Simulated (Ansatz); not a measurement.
CH₅AlSe₂, SMILES [CH3][Al]([SeH])[SeH], a rigid scan of one bond angle

Run with Ansatz's Python interface.

`bend.py`:
```python
"""Energy of CH5AlSe2 against one bond angle."""

import ansatz as az
from ase import Atoms

atoms = Atoms(["C", "Al", "Se", "Se", "H", "H", "H", "H", "H"], positions=[
    [0.2065, 1.1151, -1.0061],
    [-0.158, -0.5726, -0.085],
    [1.6348, -2.0953, 0.2398],
    [-2.2742, -1.1065, 0.7197],
    [-0.4759, 1.2023, -1.9431],
    [-0.1007, 2.0135, -0.3395],
    [1.2527, 1.2369, -1.3049],
    [2.0318, -1.4109, 1.5912],
    [-2.0285, -0.4289, 2.1107],
])

# start the scan from a relaxed geometry
first = (
    az.Crystal.molecule_from_ase(atoms).calculation()
    .basis(gaussian="def2-SVP")
    .functional("r2scan", dispersion="d4")
    .relax(force_tolerance=0.02, max_steps=80)
)
atoms.positions = first.run().report["positions_ang"]

rows = []
for angle in [90, 100, 110, 120, 135, 150, 165, 179]:
    bent = atoms.copy()
    bent.set_angle(1, 2, 7, angle, indices=[7])
    job = az.Crystal.molecule_from_ase(bent).calculation()
    job = job.basis(gaussian="def2-SVP").functional("r2scan", dispersion="d4")
    rows.append((angle, job.run().report["free_energy_ev"]))
floor = min(e for _, e in rows)
for angle, e in rows:
    print(f"angle Al1-Se2-H7 = {angle:3d} deg   {1000 * (e - floor):9.1f} meV")
```

```console
$ python bend.py
angle Al1-Se2-H7 =  90 deg         0.0 meV
angle Al1-Se2-H7 = 100 deg        27.1 meV
angle Al1-Se2-H7 = 110 deg       130.5 meV
angle Al1-Se2-H7 = 120 deg       302.4 meV
angle Al1-Se2-H7 = 135 deg       656.4 meV
angle Al1-Se2-H7 = 150 deg      1054.9 meV
angle Al1-Se2-H7 = 165 deg      1381.7 meV
angle Al1-Se2-H7 = 179 deg      1507.7 meV
```

Notes:
- The settings weren't tested for convergence.
- The scan is rigid, and the energies are electronic, in a modest basis. The zero is the lowest point of the grid, which needn't be the minimum.
- Run time: 3.5 min on 1 thread of Arm Neoverse V2 (shared host), peak memory 0.27 GiB.
